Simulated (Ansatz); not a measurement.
# Mg: the cost of one run

Method: DFT PBEsol, scalar-relativistic, in Ansatz 0.2.0.

### 1 The system as given

It takes space group P6_3/mmc (No. 194, hexagonal). Conventional cell: a = 3.209 Å, b = 3.209 Å, c = 5.210 Å, α = 90.00°, β = 90.00°, γ = 120.00°. Mg (site symmetry -6m2) is surrounded by 12 Mg at 3.20 to 3.21 Å.

Coordinates:

```cif
data_structure
_symmetry_space_group_name_H-M 'P 1'
_symmetry_Int_Tables_number 1
_cell_length_a 3.2093
_cell_length_b 3.2093
_cell_length_c 5.2103
_cell_angle_alpha 90.000
_cell_angle_beta 90.000
_cell_angle_gamma 120.000
_cell_volume 46.47
loop_
_atom_site_label
_atom_site_type_symbol
_atom_site_fract_x
_atom_site_fract_y
_atom_site_fract_z
_atom_site_occupancy
Mg1 Mg 0.33333 0.66667 0.25000 1
Mg2 Mg 0.66667 0.33333 0.75000 1
```

Atoms are numbered in the order of the input: Mg1, Mg2.

### 2 After the deformation

Space group P6_3/mmc before, P-1 after.

### 3 LAPW, all electrons

Contents of input.yaml:

```yaml
crystal:
  lattice:
    - [3.2092715325, -0.048139073, -0.048139073]
    - [-1.6463254263, 2.8033802113, -0.0176201236]
    - [-0.07815495, -0.07815495, 5.21033]
  atoms:
    - { symbol: Mg, position: [0.3333333333, 0.6666666667, 0.25] }
    - { symbol: Mg, position: [0.6666666667, 0.3333333333, 0.75] }
kpoints:
  mp_grid: { grid: [12, 12, 7] }
  band_path:
    path:
      - [0.0, 0.0, 0.0]
      - [0.0, 0.0, 0.5]
      - [-0.5, 0.5, 0.0]
      - [0.0, 0.0, 0.0]
      - [0.0, -0.5, 0.0]
      - [-0.5, 0.0, 0.5]
      - [0.0, 0.0, 0.0]
      - [-0.5, 0.0, 0.0]
      - [0.0, -0.5, 0.5]
    npoints: 5
scf:
  occupations: { method: fermi_dirac, width: 0.08 }
hamiltonian:
  xc: pbesol
  pseudopotentials: { kind: all_electron, lapw: { basis_error: 0.0005 } }
output:
  forces: true
  stress: true
  eigenvalues: true
```

Command:

```
ansatz run input.yaml --threads 1 --pin off --max-ram 3072MiB --backend cpu --events-out ev --progress --plain --runs-dir out
```

Q: Estimate wall time and peak memory on 1 thread of Intel Xeon Platinum 8488C (Sapphire Rapids), shared host.

About 21 s, with a peak of 0.55 GiB.
